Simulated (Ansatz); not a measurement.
# K2BePd2: the cost of one run

Program: Ansatz 0.2.0. Level of theory: DFT PBE, scalar-relativistic, plane waves, PAW. These are calculated values, not measurements.

## (1) The starting structure

Symmetry: I4/mmm, No. 139, tetragonal system. Conventional cell: a = 4.339 Å, b = 4.339 Å, c = 11.384 Å, α = 90.00°, β = 90.00°, γ = 90.00°. Around K (site symmetry 4mm) lie 4 Pd at 2.59 Å and 1 K at 2.87 Å. Be (site symmetry 4/mmm) is surrounded by 8 K at 3.39 Å and 8 Pd at 3.58 Å. Pd (site symmetry -4m2) is surrounded by 4 K at 2.59 Å.

Coordinates:

```cif
data_structure
_symmetry_space_group_name_H-M 'I4/mmm'
_symmetry_Int_Tables_number 139
_cell_length_a 4.3389
_cell_length_b 4.3389
_cell_length_c 11.3842
_cell_angle_alpha 90.000
_cell_angle_beta 90.000
_cell_angle_gamma 90.000
_cell_volume 214.32
loop_
_atom_site_label
_atom_site_type_symbol
_atom_site_symmetry_multiplicity
_atom_site_Wyckoff_symbol
_atom_site_fract_x
_atom_site_fract_y
_atom_site_fract_z
_atom_site_occupancy
K1 K 4 e 0.50000 0.50000 0.12600 1
Be1 Be 2 a 0.00000 0.00000 0.00000 1
Pd1 Pd 4 d 0.50000 0.00000 0.25000 1
```

(A quick probe on a coarse mesh, which set the mesh and smearing, is not shown.)

## (3) A loose first relaxation

input.yaml reads:

```yaml
crystal:
  lattice:
    - [-2.1694491941, 2.1694491941, 5.6921191727]
    - [2.1694491941, -2.1694491941, 5.6921191727]
    - [2.1694491941, 2.1694491941, -5.6921191727]
  atoms:
    - { symbol: K, position: [0.626, 0.626, 0.0] }
    - { symbol: K, position: [0.374, 0.374, 0.0] }
    - { symbol: Be, position: [0.0, 0.0, 0.0] }
    - { symbol: Pd, position: [0.25, 0.75, 0.5] }
    - { symbol: Pd, position: [0.75, 0.25, 0.5] }
basis:
  ecutwfc: 420
kpoints:
  mp_grid: { grid: [6, 6, 6] }
hamiltonian:
  xc: pbe
scf:
  occupations: { method: gaussian, width: 0.1 }
  lower_state_search: "off"
output:
  forces: true
  stress: true
  eigenvalues: true
relax:
  adjacent_minimum: "off"
  f_tol: 0.04
  max_steps: 70
  cell: { stress_tol: 0.4 }
```

Run with:

```bash
$ ansatz run input.yaml --threads 1 --pin off --max-ram 2560MiB --backend cpu --events-out ev --progress --plain --runs-dir out
```

Q: Estimate wall time and peak memory on 1 thread of AMD EPYC 9R45 (Zen 5), shared host.

About 62 s, with a peak of 0.51 GiB.
